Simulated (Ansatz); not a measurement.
# AlGa₂H (triplet): the correlation ladder, cc-pVTZ

One table from this session's results is given with a row withheld; the runs are named, their logs left out.

Computed with Ansatz 0.2.0, Gaussian basis. Level: cc-pVTZ, core rule «outside noble gas», up to 33 orbitals frozen.

To be run: UHF; CCSD(T) on ROHF; CCSD(T) on UHF; BCCD(T) on ROHF; CCSDT(Q) on ROHF; CCSDT(Q) on UHF.

6 further runs of the same task are left out: 6 set aside as unsound or not needed. Runs told in other sessions of the task aren't counted.

### The system

The geometry is a PBE0/def2-TZVP stationary point (not a proven minimum). No spin-orbit coupling is included. The filled d shell of Ga may be among the frozen orbitals whatever the setting's name suggests.

4 atoms, charge 0, spin multiplicity 3.

Atoms are counted from 1 here; the program's logs count them from 0.

Bond lengths: Al1–Ga2 2.457 Å, Al1–Ga3 2.563 Å, Ga2–H4 1.590 Å. Angles: Ga2–Al1–Ga3 68.7°, Al1–Ga2–H4 164.6°.

The first run:

Contents of in.yaml:

```yaml
crystal:
  periodic: [false, false, false]
  atoms:
    - {symbol: Al, position_ang: [0.000000, 1.743795, 0.031076]}
    - {symbol: Ga, position_ang: [0.000000, -0.301539, 1.392894]}
    - {symbol: Ga, position_ang: [0.000000, -0.353844, -1.442415]}
    - {symbol: H, position_ang: [0.000000, -1.344351, 2.593686]}
basis:
  gaussian: {orbitals: cc-pVTZ}
magnetization: {spin_polarized: true, initial_magnetization: 2}
hamiltonian: {xc: hf}
output: {orbitals: {seedname: orbitals}}
```

The run is started by

```console
$ ansatz run in.yaml --threads 1 --pin off --events-out ev --progress --plain --max-ram 4096MiB --backend cpu
```

Among the steps run: UHF; CCSD(T) on ROHF; CCSD(T) on UHF; BCCD(T) on ROHF; CCSDT(Q) on ROHF; CCSDT(Q) on UHF.

One table of the session follows, with a row left open; its other results are not shown here.

```
   method  from RCCSDT(Q) (kJ/mol)
     ROHF                   +616.8
      UHF                   +593.3
     RMP2                   +117.5
     UMP2                   +147.1
    RCCSD                    +46.0
    UCCSD                    +45.5
 RCCSD(T)                     +8.0
 UCCSD(T)                     +9.2
  BCCD(T)                     +7.9
   RCCSDT                     +3.6
   UCCSDT                     +3.1
RCCSDT(Q)                        0
UCCSDT(Q)                        ?
```

**Question.** Estimate the row for UCCSDT(Q).

**Answer.** from RCCSDT(Q) (kJ/mol): -0.6. In the column «from RCCSDT(Q) (kJ/mol)» it is the lowest.

With the free atoms at the same levels and basis (separate runs), the atomisation energy is 5.890 eV at RCCSDT(Q), 5.838 eV at RCCSD(T), 5.817 eV at UCCSD(T), 3.797 eV at ROHF.

To keep in mind: Restricted and unrestricted rows rest on different reference determinants; a gap between their highest levels can come from leftover correlation error, from unlike frozen cores or from another state.
